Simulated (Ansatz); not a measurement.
**BBrHS radical: up Jacob's ladder to CCSD(T)**

An exercise on one series of results from a longer session: the logs are not shown, and one member is left open.

Method: functionals in def2-TZVPP, the program's frozen cores in correlated methods; program: Ansatz 0.2.0, Gaussian basis.

Levels to be run: LDA (SPW92), PBE-D4, revPBE-D4, BLYP-D4, r2SCAN-D4, B97M-V, PBE0-D4, B3LYP-D4, r2SCANh-D4, r2SCAN0-D4, HSE06-D4, BHLYP-D4, CAM-B3LYP-D4, LC-ωPBE, ωB97X-V, ωB97M-V, B2PLYP, PBE-QIDH; CCSD(T)/def2-SVP; CCSD(T)/def2-TZVPP; MP2/def2-QZVPP; extrapolation to the limit; RPA on PBE.

## The geometry

An earlier PBE0-D4 in a triple-zeta def2 set relaxation fixed the geometry.

4 atoms, charge 0, spin multiplicity 2.

Atoms are counted from 1 here; the program's logs count them from 0.

Bond lengths: S1–B2 1.761 Å, S1–H4 1.345 Å, B2–Br3 1.882 Å. Angles: B2–S1–H4 96.6°, S1–B2–Br3 124.8°.

Set-up of the first run:

Input file in.yaml:

```yaml
crystal:
  periodic: [false, false, false]
  atoms:
    - {symbol: S, position_ang: [-0.701965, 0.264579, -0.808531]}
    - {symbol: B, position_ang: [0.466202, -0.103028, 0.457203]}
    - {symbol: Br, position_ang: [0.566601, -1.738567, 1.383479]}
    - {symbol: H, position_ang: [-0.275337, 1.516817, -1.052450]}
basis:
  gaussian: {orbitals: def2-TZVPP}
magnetization: {spin_polarized: true, initial_magnetization: 1}
hamiltonian: {xc: lda}
output: {orbitals: {seedname: orbitals}}
```

Steps of the session up to this table: LDA; PBE-D4 (GGA); revPBE-D4 (GGA); BLYP-D4 (GGA); r2SCAN-D4 (meta-GGA); B97M-V (meta-GGA); PBE0-D4 (hybrid); B3LYP-D4 (hybrid); r2SCANh-D4 (hybrid); r2SCAN0-D4 (hybrid); HSE06-D4 (hybrid); BHLYP-D4 (hybrid); CAM-B3LYP-D4 (range-separated); LC-ωPBE-D4 (range-separated; the results give it without D4); ωB97X-V (range-separated); ωB97M-V (range-separated); B2PLYP (double hybrid); PBE-QIDH (double hybrid).

One table of the session follows, with a row left open; its other results are not shown here.

It belongs to the step «Frontier levels by functional». 

| functional | HOMO (eV) | LUMO (eV) | gap (eV) |
| --- | --- | --- | --- |
| LDA (SPW92) | -4.82 | -3.36 | 1.45 |
| PBE-D4 | -4.85 | -2.89 | 1.96 |
| revPBE-D4 | -4.83 | -2.76 | 2.07 |
| BLYP-D4 | -4.65 | -2.95 | 1.70 |
| r2SCAN-D4 | -5.26 | -2.35 | 2.90 |
| B97M-V | ? | ? | ? |
| PBE0-D4 | -6.11 | -1.95 | 4.15 |
| B3LYP-D4 | -5.81 | -2.39 | 3.43 |
| r2SCANh-D4 | -5.71 | -2.03 | 3.68 |
| r2SCAN0-D4 | -6.40 | -1.58 | 4.82 |
| HSE06-D4 | -5.71 | -2.33 | 3.38 |
| BHLYP-D4 | -7.19 | -1.19 | 6.00 |
| CAM-B3LYP-D4 | -7.38 | -1.13 | 6.25 |
| LC-ωPBE | -8.84 | 0.31 | 9.14 |
| ωB97X-V | -8.30 | -0.29 | 8.01 |
| ωB97M-V | -7.93 | -0.45 | 7.48 |

Estimate the missing values for B97M-V.

The run gave: HOMO (eV): -4.94; LUMO (eV): -2.89; gap (eV): 2.04. In the column «HOMO (eV)» it lies between r2SCAN-D4 (-5.26) and PBE-D4 (-4.85).
